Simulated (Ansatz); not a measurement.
Born–Oppenheimer molecular dynamics of a periodic cell of 26 atoms, W12C13O (surface WC(001), adsorbate CO). It goes on from the last frame of an earlier run, with new velocities.

The calculation used DFT PBE-D3(BJ), scalar-relativistic, plane waves, PAW (Ansatz 0.2.0). Settings: PAW set soft_1, cutoff 420 eV, k mesh 3x3x1, fermi-dirac smearing 0.15 eV, no spin polarisation.

* ensemble: NVE (velocity Verlet)
* time step: 1 fs
* steps asked: 210
* starting velocities drawn for: 1350 K
* atoms held: 1, 2, 7, 8, 13, 14, 19, 20
* seed: 417509

First frame:

```xyz
26
Lattice="5.8072 0.0000 0.0000 -2.9036 5.0292 0.0000 0.0000 0.0000 18.0700" Properties=species:S:1:pos:R:3
W 0.000 0.000 1.000
C 1.452 0.838 2.414
W 0.076 -0.118 3.846
C 1.627 0.737 5.124
W 0.135 -0.095 6.692
C 1.796 0.749 8.176
W -1.452 2.515 1.000
C 0.000 3.353 2.414
W -1.333 2.471 3.880
C 0.109 3.342 5.200
W -1.190 2.517 6.864
C 0.296 3.398 7.812
W 2.904 0.000 1.000
C 4.355 0.838 2.414
W 3.007 -0.048 3.901
C 4.522 0.732 5.263
W 3.162 0.023 6.726
C 4.706 0.864 7.976
W 1.452 2.515 1.000
C 2.904 3.353 2.414
W 1.506 2.422 3.844
C 2.990 3.164 5.122
W 1.688 2.548 6.708
C 3.031 3.334 7.837
C 2.100 0.446 9.543
O 2.446 -0.035 10.669
```

Question: What does the run give?

Answer: The run went to its last step.

```json
{"steps done": "210", "time covered": "210 fs", "mean temperature over the second half": "1312 K", "spread of the potential energy over the second half": "17.1 meV per atom", "mean potential energy of the second half above the start": "3.3 meV per atom"}
```

The conserved energy stayed within 1.3 meV per atom of its start (net change -0.092 meV per atom), so there is no drift, though single steps change it by up to 30 meV in the whole system, a sign of fast motions only just resolved. A run of 0.21 ps of so small a system gives no equilibrium averages. Limits of this set-up: coarse k mesh, thin slab, slab without dipole correction.

Question: What happens to the structure?

Answer: Mean squared displacements from the first frame to the last: W 0.02 Å², C 0.15 Å², O 4.62 Å². The details hang on the random start.

Question: How do temperature and energy run in time?

Answer: 
```tsv
time (fs)	T (K)	potential energy less start (eV)	conserved less start (meV/atom)
0	1350	0.000	0.00
10	1103	0.580	0.21
20	1273	0.190	0.42
30	1327	0.039	-0.58
40	1013	0.763	-0.76
50	1284	0.138	-0.57
60	1425	-0.178	-0.16
70	1446	-0.235	-0.44
80	1298	0.125	0.10
90	907	1.036	0.23
100	822	1.233	0.18
110	1249	0.230	-0.24
120	1248	0.235	-0.04
130	1507	-0.380	-0.53
140	1170	0.436	0.64
150	1215	0.316	0.03
160	1679	-0.772	-0.27
170	1426	-0.168	0.36
180	1410	-0.137	0.09
190	1152	0.457	-0.16
200	1137	0.495	-0.05
210	1240	0.252	-0.09
```

The run took 37 min on 4 threads of Arm Neoverse V1, on a shared host, peak memory 1.8 GiB.
